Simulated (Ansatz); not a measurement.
**WSe2: further runs on the relaxed cell**

An exercise on one series of results from a longer session: the logs are not shown, and one member is left open.

Program: Ansatz 0.2.0. Level of theory: DFT PBEsol+D3(BJ), scalar-relativistic, plane waves, PAW. These are calculated values, not measurements.

**The starting structure**

The structure is hexagonal, space group P6_3/mmc (No. 194). Conventional cell: a = 3.230 Å, b = 3.230 Å, c = 12.415 Å, α = 90.00°, β = 90.00°, γ = 120.00°. Around W (site symmetry -6m2) lie 6 Se at 2.51 Å. Se (site symmetry 3m) is surrounded by 3 W at 2.51 Å.

Coordinates:

```cif
data_structure
_symmetry_space_group_name_H-M 'P 1'
_symmetry_Int_Tables_number 1
_cell_length_a 3.2305
_cell_length_b 3.2305
_cell_length_c 12.4145
_cell_angle_alpha 90.000
_cell_angle_beta 90.000
_cell_angle_gamma 120.000
_cell_volume 112.20
loop_
_atom_site_label
_atom_site_type_symbol
_atom_site_fract_x
_atom_site_fract_y
_atom_site_fract_z
_atom_site_occupancy
W1 W 0.33333 0.66667 0.25000 1
W2 W 0.66667 0.33333 0.75000 1
Se1 Se 0.33333 0.66667 0.61458 1
Se2 Se 0.66667 0.33333 0.11458 1
Se3 Se 0.33333 0.66667 0.88542 1
Se4 Se 0.66667 0.33333 0.38542 1
```

It is the result of an earlier relaxation at this level (volume 18.70 Å³/atom; gap on the mesh: 0.71 eV).

Set-up of the first run:

The input, input.yaml:

```yaml
crystal:
  lattice:
    - [3.1978226897, 0.0, 0.0]
    - [-1.5989113449, 2.7693956861, 0.0]
    - [0.0, 0.0, 12.2890937965]
  atoms:
    - { symbol: W, position: [0.3333333333, 0.6666666667, 0.25] }
    - { symbol: W, position: [0.6666666667, 0.3333333333, 0.75] }
    - { symbol: Se, position: [0.3333333333, 0.6666666667, 0.6145805821] }
    - { symbol: Se, position: [0.6666666667, 0.3333333333, 0.1145805821] }
    - { symbol: Se, position: [0.3333333333, 0.6666666667, 0.8854194179] }
    - { symbol: Se, position: [0.6666666667, 0.3333333333, 0.3854194179] }
basis:
  ecutwfc: 420
kpoints:
  mp_grid: { grid: [12, 12, 2] }
hamiltonian:
  xc: pbesol
  dispersion: d3bj
scf:
  occupations: { method: gaussian, width: 0.02 }
output:
  forces: true
  stress: true
  eigenvalues: true
relax:
  adjacent_minimum: "off"
  f_tol: 0.01
  max_steps: 30
  cell: { stress_tol: 0.1, fix: [volume] }
```

Run with:

```console
ansatz run input.yaml --threads 1 --pin off --max-ram 2560MiB --backend cpu --events-out ev --progress --plain --runs-dir out
```

Among the steps run: The cell scaled to 0.97 of its volume; Point at V/V0 = 1.03; The cell scaled to 0.94 of its volume; Point at V/V0 = 1.06; Point at V/V0 = 0.91; Volume × 1.10; Point at V/V0 = 0.88.

One table of the session follows, with a row left open; its other results are not shown here.

It belongs to the step «Fit of the equation of state». 

```
volume (Å³/atom)  energy above the lowest point (meV/atom)  pressure (GPa)  gap on the mesh (eV)
          16.456                                      85.6           14.46                  0.24
          17.017                                      43.9            9.53                  0.37
          17.578                                      17.8            5.55                  0.49
          18.139                                       4.0            2.41                  0.60
          18.700                                       0.0            0.00                  0.71
          19.261                                         ?               ?                     ?
          19.822                                      11.7           -2.95                  0.92
          20.570                                      27.8           -3.80                  1.06
```

Q: Estimate the row for volume (Å³/atom) = 19.261 from the others.

Worked estimate for «energy above the lowest point (meV/atom)». A straight line through the neighbours (18.700, 0.0) and (19.822, 11.7) gives 0.0 + (11.7 − 0.0) × (19.261 − 18.700) / (19.822 − 18.700) = 5.8; a parabola fitted to 4 rows on both sides gives 3.5.

The run gave: energy above the lowest point (meV/atom): 3.3; pressure (GPa): -1.76; gap on the mesh (eV): 0.81. In «energy above the lowest point (meV/atom)» the line misses by +2.5 and the parabola by +0.2.
